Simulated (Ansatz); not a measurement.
## CsCaMg6 under changes of volume

One of the cells (31.543 Å³/atom); the others are scaled copies at fixed shape and fractional positions:

```
Cs Ca Mg
1.0
     5.25914    0.00000    0.00000
     0.00000    3.55241    6.75343
     0.00000   -3.55241    6.75343
Cs Ca Mg
1 1 6
Direct
  0.50000 0.68189 0.68189
  0.50000 0.16591 0.16591
  0.00000 0.86210 0.86210
  0.00000 0.34954 0.34954
  0.00000 0.27919 0.81457
  0.00000 0.81457 0.27919
  0.50000 0.18458 0.66221
  0.50000 0.66221 0.18458
```

The cell comes from a database or a generator and needn't be the stable form of this composition.

| Quantity | Value |
| --- | --- |
| Program | Ansatz 0.2.0 |
| Functional | PBE |
| Potentials or basis | Ansatz PAW |
| Cutoff | 420 eV (not typed: the program's choice for these potentials) |
| k mesh | 5 × 4 × 4 |
| Occupations | fermi-dirac, width 0.05 eV |
| Spin | no spin polarisation |

| volume (Å³/atom) | energy over the lowest point (meV/atom) | pressure (GPa) | largest force (eV/Å) |
| --- | --- | --- | --- |
| 29.650 | 8.38 | 1.4 | 0.135 |
| 30.281 | 3.77 | 0.9 | 0.101 |
| 30.912 | 1.04 | 0.5 | 0.076 |
| 31.543 | 0.00 | 0.1 | 0.053 |
| 32.174 | 0.50 | -0.3 | 0.069 |
| 32.805 | 2.41 | -0.6 | 0.100 |
| 33.435 | ? | ? | ? |

Q: What does the run at 33.435 Å³/atom give?

A: Energy over the lowest point 5.58 meV/atom; pressure -0.9 GPa; largest force 0.128 eV/Å.

Worked out: A Birch-Murnaghan fit of order 3 (a polynomial in V^(-2/3)) to the other rows has its minimum at 31.64 Å³/atom with B0 = V·E''(V) = 19.3 GPa and B' = 3.8 at fixed shape and positions, which overstates the stiffness. It gives 5.58 meV/atom at 33.435 Å³/atom, against the run's 5.58, and -dE/dV = -1.0 GPa, against -0.9.

Energies are extrapolated to zero smearing.
